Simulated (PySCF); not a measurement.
# [TaOF4]-: geometry, NMR shifts and electronic excitations

Aim: predict the NMR shifts and electronic excitations of [TaOF4]- (`[O]=[Ta-]([F])([F])([F])[F]`).

Computed with PySCF 2.14.0, with density-fitted response routines of our own, on a single molecule in the gas phase. Atoms are numbered from 0 throughout.

### Step 1. Starting geometry

6 atoms, charge -1, multiplicity 1; geometry from: GFN2-xTB.

Bonds of the start (Å): Ta0–O1 1.72, Ta0–F2 1.91, Ta0–F3 1.91, Ta0–F4 1.91, Ta0–F5 1.91.

### Step 2. Optimising the geometry at PBE0-D3(BJ)/def2-SVP

What the job is given:

```
{"job": {"xc": "PBE0", "basis": "def2-SVP", "d3": "d3bj", "grid": 1, "maxiter": 40, "kind": "geom"}, "charge": -1, "multiplicity": 1}
Ta     0.000700     0.000720     0.100840
O      0.002910    -0.006720     1.818110
F      1.818880     0.011390    -0.482930
F     -0.013070     1.821900    -0.472690
F     -1.819410    -0.011100    -0.476750
F      0.009990    -1.816190    -0.486590
```

The runs that follow: Shielding tensors: PBE0/def2-TZVP+pcSseg-1; Excited states and response: PBE0/def2-SVPD; NMR shieldings: B3LYP/def2-TZVP+pcSseg-1.

**Question.** After this job, these run on its result: GIAO PBE0/pcSseg-1 Ta:def2-TZVP NMR shielding, non-relativistic, gas phase; TDDFT PBE0/def2-SVPD, vertical, gas phase, core orbitals frozen in the response; GIAO B3LYP/pcSseg-1 Ta:def2-TZVP NMR shielding, non-relativistic, gas phase. Predict these results of the whole session: point group; rotational constants (main isotopes); ¹⁷O shifts against H2O (PBE0/def2-TZVP+pcSseg-1); ¹⁹F shifts against CFCl3 (PBE0/def2-TZVP+pcSseg-1); lowest singlet (PBE0/def2-SVPD); brightest single state of those computed; lowest triplet; range of the shift of F2.

As calculated:

```
                                          quantity                        value
                                       point group                          C4v
              rotational constants (main isotopes)         2.52, 2.52, 1.93 GHz
  ¹⁷O shifts against H2O (PBE0/def2-TZVP+pcSseg-1)                    701.4 ppm
¹⁹F shifts against CFCl3 (PBE0/def2-TZVP+pcSseg-1)                     11.6 ppm
                   lowest singlet (PBE0/def2-SVPD)  6.42 eV (193 nm), f = 0.002
          brightest single state of those computed  state 5, 7.60 eV, f = 0.009
                                    lowest triplet                      6.27 eV
                          range of the shift of F2             11.6 to 14.4 ppm
```

The optimisation took 5 steps and gained 0.062 eV; among the bonded pairs, Ta0–F3 (with another pair as far) changed most, from 1.909 to 1.932 Å. At PBE0/def2-TZVP+pcSseg-1: The widest tensor belongs to O1: span 944 ppm, with a paramagnetic part of -763 ppm. The lowest singlet, at 6.42 eV, is HOMO→LUMO 1.00 and is weak; of the 10 states computed, the strongest absorption comes from states 5 to 6 together at 7.60 eV. The lowest triplet lies 0.15 eV below the lowest singlet (triplets in Tamm-Dancoff, singlets in full TDDFT). Spin-orbit coupling, left out, mixes singlets and triplets in elements this heavy. The lowest singlet lies above −ε(HOMO); no detachment energy was computed, so the anion's states may not be bound. In ppm, F2 (with its like atoms) moves most: its shift spreads over 2.8 ppm, from 11.6 (PBE0/def2-TZVP+pcSseg-1) to 14.4 (B3LYP/def2-TZVP+pcSseg-1). Spin-orbit coupling is left out, which matters for shieldings and couplings at and beside the heavy atoms.
